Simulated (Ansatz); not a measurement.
Turn this script for Ansatz 0.2.0, Python API into the input file that the command-line program reads.

`k3ba.py`:
```python
"""Single point of K3Ba."""

from pathlib import Path

import ansatz as az
import numpy as np
import pandas as pd
from pymatgen.core import Lattice, Structure
from pymatgen.io.ase import AseAtomsAdaptor

XC = "PBEsol"
MESH = (5, 5, 5)
SMEARING = "cold"
SIGMA = 0.02
TOLERANCE = 1e-06


def main() -> None:
    pmg_structure = Structure(
        Lattice([(6.562897, 0.0, 0.0), (0.0, 6.562897, 0.0), (0.0, 0.0, 6.562897)]),
        ["K", "K", "K", "Ba"],
        [
            (0.0, 0.5, 0.5),
            (0.5, 0.0, 0.5),
            (0.5, 0.5, 0.0),
            (0.0, 0.0, 0.0),
        ],
    )
    structure = az.Crystal.from_ase(AseAtomsAdaptor.get_atoms(pmg_structure))

    # functional, basis and sampling
    calculation = (
        structure.calculation()
        .functional(XC)
        .basis(47 * az.Ry)
        .accuracy("low")
        .kpoints(*MESH)
        .occupations(SMEARING, width=SIGMA)
        .scf(tolerance=TOLERANCE)
        .forces()  # eV per angstrom
        .density_of_states(method="smearing", broadening_width=0.3, nscf_kmesh_spacing=0.16)
        .band_table()  # levels at the mesh points
        .populations()  # projection on atomic orbitals
    )
    history = []
    done = calculation.session().plan().execute(on_event=lambda event: history.append(event["data"]["dr2_ev"]) if event["event"] == "scf_iter" else None)
    rep = done.report
    print("density residual by iteration (eV):", " ".join(f"{value:.1e}" for value in history[:40]))

    print(f"free energy      {rep['free_energy_ev']:.5f} eV")
    print(f"per atom         {rep['free_energy_ev'] / len(done.lattice.sites):.5f} eV")
    print(f"SCF iterations   {rep['n_iterations']}  (converged: {rep['converged']})")

    terms = rep["components"]
    print({name: round(terms[name], 3) for name in ("e_kinetic", "e_hartree", "e_xc", "e_local", "e_nonlocal")})

    # forces in eV per angstrom
    table = pd.DataFrame(rep["forces_ev_ang"], columns=["fx", "fy", "fz"])
    table.insert(0, "atom", [site["symbol"] for site in rep["lattice"]["sites"]])
    print(table.round(4).to_string())

    dos = done.density_of_states()
    energy = np.asarray(dos.energies_ev) - dos.fermi_ev
    top = min(levels[-1] for levels in rep["eigenvalues_ev"]) - dos.fermi_ev  # the computed bands end here
    total = np.asarray(dos.spin_summed_g_bin_mean_per_ev)
    print("E - E_F (eV)   states/eV")
    for e in np.arange(-8, min(4, top), 1.0):
        print(f"{e:8.1f} {np.interp(e, energy, total):12.3f}")

    files = Path(done.write_results("tables"))
    print((files / "populations.tsv").read_text())

    table = np.array(rep["eigenvalues_ev"]) - rep["fermi_energy_ev"]
    filling = np.array(rep["occupations"])
    weights = np.tile(rep["kweights"], len(table) // len(rep["kweights"]))
    print("band   lowest  highest (eV from E_F)  electrons")
    for band in range(table.shape[1]):
        if table[:, band].max() > -10:
            print(f"{band + 1:4d} {table[:, band].min():8.3f} {table[:, band].max():8.3f} {weights @ filling[:, band]:18.4f}")
    print("electrons counted from the table:", round(float(weights @ filling.sum(axis=1)), 5))


if __name__ == "__main__":
    main()
```

Output of `python k3ba.py`:
```text
DeckWarning: scf.convergence.dr2_threshold = 1e-6 eV is looser than this run's default, which is 1e-7 eV or tighter. The error in the forces grows as the threshold's square root, so leave the key out unless less accurate forces are enough
density residual by iteration (eV): 4.8e-03 1.5e-03 1.6e-04 2.7e-05 3.2e-06 4.2e-07
free energy      -10410.19852 eV
per atom         -2602.54963 eV
SCF iterations   6  (converged: True)
{'e_kinetic': 921.013, 'e_hartree': 923.547, 'e_xc': -560.147, 'e_local': -2645.795, 'e_nonlocal': 99.893}
  atom   fx   fy   fz
0    K  0.0 -0.0  0.0
1    K -0.0 -0.0  0.0
2    K  0.0 -0.0  0.0
3   Ba -0.0  0.0  0.0
E - E_F (eV)   states/eV
    -8.0        0.000
    -7.0        0.000
    -6.0        0.000
    -5.0        0.000
    -4.0        0.000
    -3.0        0.000
    -2.0        0.893
    -1.0        2.057
     0.0        4.970
# site	symbol	l	j	q
# orbitals = lowdin
# n_electrons = 37.000000
# spilling = 0.011914
0	K	0_3S	-	1.997308
0	K	0_4S	-	1.140338
0	K	1_3P	-	5.996853
1	K	0_3S	-	1.997308
1	K	0_4S	-	1.140338
1	K	1_3P	-	5.996853
2	K	0_3S	-	1.997308
2	K	0_4S	-	1.140338
2	K	1_3P	-	5.996853
3	Ba	0_5S	-	1.985113
3	Ba	0_6S	-	1.178839
3	Ba	1_5P	-	5.991745

band   lowest  highest (eV from E_F)  electrons
  17   -2.362   -0.608             2.0000
  18   -0.903    0.005             1.9160
  19   -0.275    0.271             0.9560
  20   -0.099    0.970             0.1280
  21    0.501    1.011             0.0000
  22    0.567    1.154             0.0000
  23    0.885    1.266             0.0000
electrons counted from the table: 37.0
```
(Warnings from the package without file and line.)

`input.yaml`:
```yaml
crystal:
  lattice:
    - [6.562897, 0.0, 0.0]
    - [0.0, 6.562897, 0.0]
    - [0.0, 0.0, 6.562897]
  atoms:
    - { symbol: K, position: [0.0, 0.5, 0.5] }
    - { symbol: K, position: [0.5, 0.0, 0.5] }
    - { symbol: K, position: [0.5, 0.5, 0.0] }
    - { symbol: Ba, position: [0.0, 0.0, 0.0] }
accuracy: low
basis:
  ecutwfc: 639.4675767807
kpoints:
  mp_grid: { grid: [5, 5, 5] }
hamiltonian:
  xc: pbesol
scf:
  convergence: { dr2_threshold: 1.0e-06 }
  occupations: { method: cold, width: 0.02 }
output:
  populations: true
  dos:
    method: { smearing: { sigma: 0.3 } }
    nscf_kmesh: { kspacing: 0.16 }
  forces: true
  eigenvalues: true
```

On the command line:
```console
$ ansatz run input.yaml --threads 1 --pin off --max-ram 3072MiB --backend cpu --events-out ev --progress --plain --runs-dir out
Warning: scf.convergence.dr2_threshold = 1e-6 eV is looser than this run's default, which is 1e-7 eV or tighter. The error in the forces grows as the threshold's square root, so leave the key out unless less accurate forces are enough
Engine: ansatz 0.2.0, aarch64-unknown-linux-gnu
Pseudopotentials: kind: paw
Pseudopotential: K, paw, valence charge 9, recommended cutoff 420 eV (normal), K.paw.azcp
Pseudopotential: Ba, paw, valence charge 10, recommended cutoff 420 eV (normal), Ba.paw.azcp
Functional definition: PBEsol
  exchange = pbesol_x
  correlation = pbesol_c
Crystal: 4 atoms, lattice volume = 282.675 Å³
Basis set: ecut = 639.4675767807 eV, 10395 PW (Γ), exchange–correlation on 120×120×120 points (8 copies of the dense FFT grid, shifted against one another)
Bands: 23, of which v1, the nominal top of the filled ones, is band 19 counted from 1 (18 counted from 0)
Symmetry: 48 space group operations
Space group: Pm-3m (ITA 221), of the structure as read, at distance tolerance 6.6e-5 Å
k-points: 10 of 125
Non-local potential: K, projectors of the file, l = 0: 3, l = 1: 2, l = 2: 2
Non-local potential: Ba, projectors of the file, l = 0: 3, l = 1: 2, l = 2: 2, l = 3: 2
PAW form: soft (Blöchl's): semilocal exchange-correlation on the pseudo side does not see the compensation charge
PAW frozen core: K, regenerated for the run's functional, and the local potential with it (the file was generated under x = pbe(κ = 0.804, μ = 0.2195149727645171), c = pbe(β = 0.06672455060314922))
PAW frozen core: Ba, regenerated for the run's functional, and the local potential with it (the file was generated under x = pbe(κ = 0.804, μ = 0.2195149727645171), c = pbe(β = 0.06672455060314922))
PAW one-centre angular grid: K, 110 points (default); XC on 64 Gauss nodes
PAW one-centre angular grid: Ba, 194 points (default); XC on 64 Gauss nodes
Initial density: superposition of atomic densities (neutral atoms: chi_scale 0, normalization atom), corrected by the library's trained network
Initial wavefunctions: pseudopotential atomic-orbital guess
Functional: x = pbesol(κ = 0.804, μ = 0.12345679012345678), c = pbesol(β = 0.046)
SCF iter   1: F=—  HF=-10410.198509 eV  |F-HF|=—  |Δ(HF+E_count)|=         —  Δρ=1.55e-3  dr2=4.84e-3  ethr=1.77e-3  ⟨swp⟩=9.4  Hψ=1452  notcnv=0
preconditioner: auto → Kerker (q_TF=auto, 1.944 Å⁻¹)  [metal: Δε(μ)=0.009 eV  Ē_g=1.500 eV  σ=0.020 eV  W_gap=0.27  n_scr=32 (ndim 8)  ℏωp=4.9 eV  f_vac=0.000  D(μ)=9.80/eV (n_scr^D=80)]
SCF iter   2: F=—  HF=-10410.198528 eV  |F-HF|=—  |Δ(HF+E_count)|=   1.89e-5  S|Δr|=    0.00e0  Δρ=8.06e-4  dr2=1.46e-3  ethr=1.31e-5  ⟨swp⟩=3.0  Hψ=445  notcnv=0  defer=3
SCF iter   3: F=—  HF=-10410.198392 eV  |F-HF|=—  |Δ(HF+E_count)|=   1.36e-4  S|Δr|=    0.00e0  Δρ=1.27e-4  dr2=1.57e-4  ethr=3.96e-6  ⟨swp⟩=2.1  Hψ=383  notcnv=0  defer=3
SCF iter   4: F=—  HF=-10410.198523 eV  |F-HF|=—  |Δ(HF+E_count)|=   1.30e-4  S|Δr|=    0.00e0  Δρ=4.94e-5  dr2=2.75e-5  ethr=4.23e-7  ⟨swp⟩=2.0  Hψ=249  notcnv=0  defer=3
SCF iter   5: F=—  HF=-10410.198517 eV  |F-HF|=—  |Δ(HF+E_count)|=   5.38e-6  S|Δr|=    0.00e0  Δρ=1.64e-5  dr2=3.21e-6  ethr=7.42e-8  ⟨swp⟩=2.0  Hψ=283  notcnv=0  defer=3
SCF iter   6: F=-10410.198517 eV  HF=-10410.198517 eV  |F-HF|=1.81e-7  |Δ(HF+E_count)|=   3.15e-7  S|Δr|=    0.00e0  Δρ=5.31e-6  dr2=4.22e-7  ethr=2.70e-9  ⟨swp⟩=7.7  Hψ=990  notcnv=0
SCF 1 converged in 6 iterations: F = -10410.198517 eV  dr2 = 4.22e-7
  greatest PAW one-centre occupation: 0.988 electrons in one spin orbital (limit 2), on the K atom at site 2 (counted from 0), in its partial waves of l = 0
NSCF: frozen V_eff on 20 k-points
SCF converged after 6 iterations
Stability not checked: this state was not tested for a lower state beside it, because cold or Methfessel-Paxton smearing, or corrected tetrahedra, fill the levels in a way that the test cannot read (fill_not_monotonic; see scf.lower_state_search)
Free energy (F): -10410.198517 eV
Harris-Foulkes:  -10410.198517 eV  (|F-HF|=1.81e-7)
Internal energy: -10410.197552 eV  (E = F + TS)
E sigma→0 (E₀):  -10410.198195 eV
Entropy (-TS):   -0.000965 eV (-0.241 meV/atom)
Fermi energy:    2.612892 eV
--- Per-component energies (eV) ---
  E_band       = -520.155610
  E_kinetic    = 921.013023
  E_local      = -2645.794667  (includes V_loc(G=0)·N_el)
  E_nonlocal   = 99.893070
  E_hartree    = 923.547168
  E_xc         = -560.146757
  E_vxc        = -617.107669  (∫ρ·V_xc dr)
  E_paw        = -7425.873190  (= ΣΔE_a)
  E_vpaw       = -125.246681  (= ΣTr[D̂ρ^β])
  E_aug_tail   = -0.000002  (compensation charges beyond the density's cutoff)
  E_ewald      = -1723.311285
  E_core_change = 0.475089  (= ΣΔE_core)
  E_smearing   = -0.000965  (= −TS)
  E_closure    = 0.000000  (closes the sum)
  Σ components = -10410.198517   (vs F -10410.198517, Δ=0.00e0)
--- Forces (eV/Å), atoms counted from 1 ---
  atom   1  K      0.00000000    -0.00000000     0.00000000
  atom   2  K      0.00000000    -0.00000000     0.00000000
  atom   3  K     -0.00000000     0.00000000     0.00000000
  atom   4  Ba    -0.00000000    -0.00000000     0.00000000
  max |Σ_I F_I| component: 3.57e-29 eV/Å
--- Band table (eV; the first three rows and the last of 10) ---
  k-point 0: bands = ["-29.0366", "-29.0319", "-29.0319", "-27.2298", "-12.6241", "-12.6241", "-12.6241", "-12.5798", "-12.5798", "-12.5798", "-12.5686", "-12.5686", "-12.5686", "-12.3201", "-12.3201", "-12.3201", "0.2506", "2.6178", "2.6178", "3.5827", "3.6238", "3.6238", "3.6238"]
  k-point 1: bands = ["-29.0362", "-29.0323", "-29.0319", "-27.2298", "-12.6200", "-12.6200", "-12.6177", "-12.5812", "-12.5812", "-12.5801", "-12.5726", "-12.5697", "-12.5697", "-12.3246", "-12.3218", "-12.3218", "0.4208", "2.4167", "2.7091", "3.3733", "3.5097", "3.5097", "3.6738"]
  k-point 2: bands = ["-29.0353", "-29.0332", "-29.0319", "-27.2297", "-12.6112", "-12.6112", "-12.6021", "-12.5873", "-12.5873", "-12.5839", "-12.5805", "-12.5699", "-12.5699", "-12.3320", "-12.3245", "-12.3245", "0.8903", "1.7094", "2.8835", "3.3876", "3.3876", "3.7665", "3.7805"]
  k-point 9: bands = ["-29.0337", "-29.0333", "-29.0333", "-27.2297", "-12.6367", "-12.6179", "-12.6179", "-12.6155", "-12.5748", "-12.5748", "-12.5634", "-12.5634", "-12.5632", "-12.3228", "-12.3198", "-12.3198", "2.0052", "2.4701", "2.4701", "2.5142", "3.1798", "3.1798", "3.4976"]
--- Löwdin populations: 4 sites ---
  site symbol       q [e]
     0      K      9.1345
     1      K      9.1345
     2      K      9.1345
     3     Ba      9.1557
  spilling = 0.011914 (of n_electrons = 37.000000)
```

Reading the output:
- The settings weren't tested for convergence.
- The energy terms are those on the plane-wave grid, with the one-centre PAW part apart; the terms shown are only some of the summands, so they needn't add up to F.
- The structure comes from a database of computed cells and needn't be a stable or known phase.
- Gaps and levels are Kohn-Sham values on a finite set of k-points, without spin-orbit coupling.
- The computed bands are complete only to about 0.9 eV above the Fermi level; beyond that the density of states is undercounted.
- Hardware and time: 13 s on 1 thread of Arm Neoverse V2 (shared host), peak memory 0.74 GiB.

(Lines on the test bed's own set-up are left out of the output.)
